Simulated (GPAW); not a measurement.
Crystal: TaTe.

```xyz
2
Lattice="3.4201 0.0000 0.0000 0.0000 3.4201 0.0000 0.0000 0.0000 3.4201" Properties=species:S:1:pos:R:3 pbc="T T T"
Ta    1.7100    1.7100    1.7100
Te    0.0000    0.0000    0.0000
```

The cell was built by a generator and needn't be a form met in nature.

Program: GPAW 26.7.0. Alike in all runs: task density of states; level PBEsol+U; potentials or basis PAW data sets generated in the run's folder for this functional, pw; no spin polarisation; cell as given; k mesh 8 × 8 × 8; cutoff (eV) 600; smearing fermi-dirac 0.05 eV.

Problem. Order these runs on this cell by their pressure, lowest first.
A. U Ta d U = 6 eV
B. U Ta d U = 3 eV
C. U Ta d U = 4 eV
D. U Ta d U = 1 eV
E. U Ta d U = 5 eV

Solution. D (-4.7 GPa), B (-1.7 GPa), C (0.8 GPa), E (3.1 GPa), A (5.5 GPa).

Caveats: U without spin polarisation on a metal has little footing; the U is typed as a test and isn't derived for this compound.
